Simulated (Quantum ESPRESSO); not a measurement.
TaAs, 4 atoms in the cell. It takes space group I4_1md (No. 109, tetragonal). The conventional cell has a = 3.444 Å, b = 3.444 Å, c = 11.736 Å, α = 90.00°, β = 90.00°, γ = 90.00°. Ta (site symmetry 2mm) is surrounded by 6 As at 2.61 to 2.62 Å. As (site symmetry 2mm) has 6 Ta at 2.61 to 2.62 Å as nearest neighbours. The cell is a database's computed one.

```yaml
Program: Quantum ESPRESSO 7.5
Task: single point
Functional: PBEsol
Potentials_or_basis: GBRV 1.5 PBEsol
Cutoff: 762 eV
Density_cutoff: 6095 eV
k_mesh: 11 × 11 × 11
Occupations: fermi-dirac, width 0.05 eV
Spin: no spin polarisation
Hubbard_terms: Ta d U = 3 eV
Hubbard_projectors: ortho-atomic
Mixing_beta: 0.3
Most_SCF_iterations: 120
SCF_threshold: 8e-10 Ry
```

Potentials or basis: GBRV 1.5 PBEsol.

Launch:

```sh
$ OMP_NUM_THREADS=1 mpirun -n 2 pw.x -nk 2 -in pw.in > pw.out
```

Hardware: 2 MPI ranks on Intel(R) Xeon(R) Platinum 8259CL CPU @ 2.50GHz (Skylake/Cascade Lake), on a shared host.

How long does it take, and how much memory?

It took 5.9 min on 2 MPI ranks on Intel(R) Xeon(R) Platinum 8259CL CPU @ 2.50GHz (Skylake/Cascade Lake), on a shared host, peak memory 0.94 GiB a rank. Counts: scf iterations 11, k pools 2, bands 29, k points 126, g dense 75079.
